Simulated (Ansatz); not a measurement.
# CH₂BNO (SMILES BN=C=O): single points off equilibrium

How do the functionals fare away from a minimum? The structure is a structure displaced at random from a GFN2-xTB minimum.

Program: Ansatz 0.2.0, Gaussian basis. Level of theory: single points in def2-TZVPP. These are calculated values, not measurements.

Cores are frozen in the correlated methods.

## 1. Starting geometry

6 atoms, charge 0, spin multiplicity 1.

Atoms are counted from 1 here; the program's logs count them from 0.

Bond lengths: B1–N2 1.354 Å, B1–H5 1.106 Å, B1–H6 1.157 Å, N2–C3 1.153 Å, C3–O4 1.122 Å. Angles: N2–B1–H5 119.6°, N2–B1–H6 117.0°, H5–B1–H6 123.4°, B1–N2–C3 166.7°, N2–C3–O4 175.2°.

Coordinates:

```xyz
6
CH2BNO
B    -0.4726    0.9282   -0.1694
N     0.1994   -0.2039    0.1463
C     0.6492   -1.2648    0.1983
O     1.1276   -2.2712    0.3289
H    -1.0563    0.9726   -1.1079
H    -0.4171    1.8001    0.5887
```

## 2. CCSD(T)/def2-TZVPP

Input file run/in.yaml:

```yaml
crystal:
  periodic: [false, false, false]
  atoms:
    - {symbol: B, position_ang: [-0.472600, 0.928200, -0.169400]}
    - {symbol: N, position_ang: [0.199400, -0.203900, 0.146300]}
    - {symbol: C, position_ang: [0.649200, -1.264800, 0.198300]}
    - {symbol: O, position_ang: [1.127600, -2.271200, 0.328900]}
    - {symbol: H, position_ang: [-1.056300, 0.972600, -1.107900]}
    - {symbol: H, position_ang: [-0.417100, 1.800100, 0.588700]}
basis:
  gaussian: {orbitals: def2-TZVPP}
correlation: {method: ccsd_t}
output: {forces: true}
```

No record of the launch command was kept for these runs.

## 3. PBE0-D4/def2-TZVPP

Edit run/in.yaml of step 2 so:

```diff
@@ -11,3 +11,3 @@
   gaussian: {orbitals: def2-TZVPP}
-correlation: {method: ccsd_t}
-output: {forces: true}
+hamiltonian: {xc: pbe0, dispersion: d4}
+output: {forces: true, orbitals: {seedname: orbitals}}
```

## 4. wB97M-V/def2-TZVPP

Edit run/in.yaml of step 3 so:

```diff
@@ -11,3 +11,3 @@
   gaussian: {orbitals: def2-TZVPP}
-hamiltonian: {xc: pbe0, dispersion: d4}
-output: {forces: true, orbitals: {seedname: orbitals}}
+hamiltonian: {xc: {name: wB97M-V}}
+output: {forces: true}
```

## 5. r2SCAN-D4/def2-TZVPP

Edit run/in.yaml of step 4 so:

```diff
@@ -11,3 +11,3 @@
   gaussian: {orbitals: def2-TZVPP}
-hamiltonian: {xc: {name: wB97M-V}}
+hamiltonian: {xc: r2scan, dispersion: d4}
 output: {forces: true}
```

## 6. PBE-D4/def2-TZVPP

Edit run/in.yaml of step 5 so:

```diff
@@ -11,3 +11,3 @@
   gaussian: {orbitals: def2-TZVPP}
-hamiltonian: {xc: r2scan, dispersion: d4}
+hamiltonian: {xc: pbe, dispersion: d4}
 output: {forces: true}
```

## 7. wB97X-V/def2-TZVPP

Edit run/in.yaml of step 6 so:

```diff
@@ -11,3 +11,3 @@
   gaussian: {orbitals: def2-TZVPP}
-hamiltonian: {xc: pbe, dispersion: d4}
+hamiltonian: {xc: {name: wB97X-V}}
 output: {forces: true}
```

## 8. SPW92/def2-TZVPP

Edit run/in.yaml of step 7 so:

```diff
@@ -11,3 +11,3 @@
   gaussian: {orbitals: def2-TZVPP}
-hamiltonian: {xc: {name: wB97X-V}}
+hamiltonian: {xc: lda}
 output: {forces: true}
```

(Steps that only read results are left out.)

What does the calculation give? Wanted: energy less free atoms, CCSD(T)/def2-TZVPP; RMS force component; RMS force error; HOMO and LUMO, PBE0-D4; T1 diagnostic.

The runs gave:

| quantity | value |
| --- | --- |
| energy less free atoms, CCSD(T)/def2-TZVPP | -2499.1 kJ/mol |
| RMS force component | 1.571 to 1.972 eV/Å over the methods |
| RMS force error | PBE0-D4 0.260, wB97M-V 0.223, r2SCAN-D4 0.151, PBE-D4 0.258, wB97X-V 0.187, SPW92 0.321 eV/Å |
| HOMO and LUMO, PBE0-D4 | -8.29 and -1.70 eV |
| T1 diagnostic | 0.015 |

What this shows: Against CCSD(T) the functionals' energies less atoms differ by -577.6 to -114.0 kJ/mol, PBE-D4 by -232.9 kJ/mol. The reference is not at the basis limit: in triple zeta CCSD(T) underbinds, which counts against methods that bind more; the gaps are no ranking. On forces the order runs from r2SCAN-D4 to SPW92. Frozen-core CCSD(T) forces in triple zeta carry basis errors of their own, and this is one geometry, so small gaps rank nothing.
